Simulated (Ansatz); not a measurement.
**Cl2FH3Si2: up Jacob's ladder to CCSD(T)**

Aim: compute Cl2FH3Si2 with functionals from several rungs and with coupled cluster. The yardstick is the atomisation energy at the CCSD(T) limit.

The runs use Ansatz 0.2.0, Gaussian basis; functionals in def2-TZVPP, the program's frozen cores in correlated methods.

Plan: LDA (SPW92), PBE-D4, revPBE-D4, BLYP-D4, r2SCAN-D4, B97M-V, PBE0-D4, B3LYP-D4, r2SCANh-D4, r2SCAN0-D4, HSE06-D4, BHLYP-D4, CAM-B3LYP-D4, LC-ωPBE, ωB97X-V, ωB97M-V, B2PLYP, PBE-QIDH; CCSD(T)/def2-SVP; CCSD(T)/def2-TZVPP; MP2/def2-QZVPP; extrapolation to the limit; RPA on PBE.

### 1 Structure used throughout

An earlier PBE0-D4 in a triple-zeta def2 set relaxation fixed the geometry.

SMILES `F[SiH2][SiH](Cl)Cl`, 8 atoms, charge 0, spin multiplicity 1.

Atoms are counted from 1 here; the program's logs count them from 0.

Bond lengths: F1–Si2 1.602 Å, Si2–Si3 2.343 Å, Si2–H6 1.483 Å, Si2–H7 1.485 Å, Si3–Cl4 2.048 Å, Si3–Cl5 2.054 Å, Si3–H8 1.480 Å. Angles: F1–Si2–Si3 110.0°, F1–Si2–H6 108.8°, F1–Si2–H7 108.3°, Si3–Si2–H6 109.2°, Si3–Si2–H7 110.0°, H6–Si2–H7 110.5°, Si2–Si3–Cl4 110.0°, Si2–Si3–Cl5 105.5°, Si2–Si3–H8 116.3°, Cl4–Si3–Cl5 109.8°, Cl4–Si3–H8 107.5°, Cl5–Si3–H8 107.7°.

### 2 LDA

This LDA is Slater exchange with PW92 correlation.

The input, in.yaml:

```yaml
crystal:
  periodic: [false, false, false]
  atoms:
    - {symbol: F, position_ang: [-1.637672, 0.864270, -1.425267]}
    - {symbol: Si, position_ang: [-0.295564, 1.031400, -0.566249]}
    - {symbol: Si, position_ang: [0.312969, -1.025541, 0.376644]}
    - {symbol: Cl, position_ang: [-1.157554, -1.677164, 1.644398]}
    - {symbol: Cl, position_ang: [2.031719, -0.654255, 1.437692]}
    - {symbol: H, position_ang: [-0.541471, 2.011649, 0.519463]}
    - {symbol: H, position_ang: [0.779482, 1.515310, -1.468425]}
    - {symbol: H, position_ang: [0.600190, -2.122770, -0.574057]}
basis:
  gaussian: {orbitals: def2-TZVPP}
hamiltonian: {xc: lda}
output: {orbitals: {seedname: orbitals}}
```

The run is started by

```
> ansatz run in.yaml --threads 4 --pin off --events-out ev --progress --plain --max-ram 10444MiB
```

After this run come: PBE-D4 (GGA); revPBE-D4 (GGA); BLYP-D4 (GGA); r2SCAN-D4 (meta-GGA); B97M-V (meta-GGA); PBE0-D4 (hybrid); B3LYP-D4 (hybrid); r2SCANh-D4 (hybrid); r2SCAN0-D4 (hybrid); HSE06-D4 (hybrid); BHLYP-D4 (hybrid); CAM-B3LYP-D4 (range-separated); LC-ωPBE (range-separated); ωB97X-V (range-separated); ωB97M-V (range-separated); B2PLYP (double hybrid); PBE-QIDH (double hybrid); CCSD(T) in def2-SVP; CCSD(T) in def2-TZVPP; MP2 in def2-QZVPP; RPA on PBE orbitals.

Q: Predict the results of all the runs planned. Wanted: atomisation energy, CCSD(T)/CBS; farthest beyond LDA; mean size of error, GGA; mean size of error, meta-GGA; mean size of error, hybrid; mean size of error, range-separated; mean size of error, double hybrid; gap, smallest and largest; T1 diagnostic.

**Answer**, as computed:

```
                               quantity                                      value
        atomisation energy, CCSD(T)/CBS                              2605.5 kJ/mol
 functionals within 13.0 kJ/mol (0.5 %)        PBE-D4, r2SCAN-D4, ωB97X-V, ωB97M-V
                    farthest beyond LDA                    BHLYP-D4 (-84.0 kJ/mol)
                mean size of error, GGA                                43.4 kJ/mol
           mean size of error, meta-GGA                                 8.0 kJ/mol
             mean size of error, hybrid                                41.5 kJ/mol
    mean size of error, range-separated                                21.9 kJ/mol
      mean size of error, double hybrid                                47.5 kJ/mol
              gap, smallest and largest  4.87 eV (LDA (SPW92)), 11.94 eV (LC-ωPBE)
                          T1 diagnostic                                     0.0107
triples share of the correlation energy                                      3.6 %
```

LDA overbinds by 309.5 kJ/mol (12 %). PBE-D4 misses by -8.2 kJ/mol. Double hybrids carry the basis error of their MP2 part in triple zeta, and no dispersion term here, so their miss is partly the set-up's. Taken by rung, meta-GGA functionals do best (8.0 kJ/mol on average) and double hybrid ones worst beyond LDA (47.5 kJ/mol). Misses under about 13.0 kJ/mol are within the doubt on the reference itself, which lacks core-valence correlation, relativity and higher excitations. Hartree-Fock recovers 75 % of the binding; the rest is correlation. CCSD(T) in def2-SVP is off by -250.4 kJ/mol, so the small basis spoils what the method gains. Orbital gaps span 4.9 to 11.9 eV; exact exchange widens them.
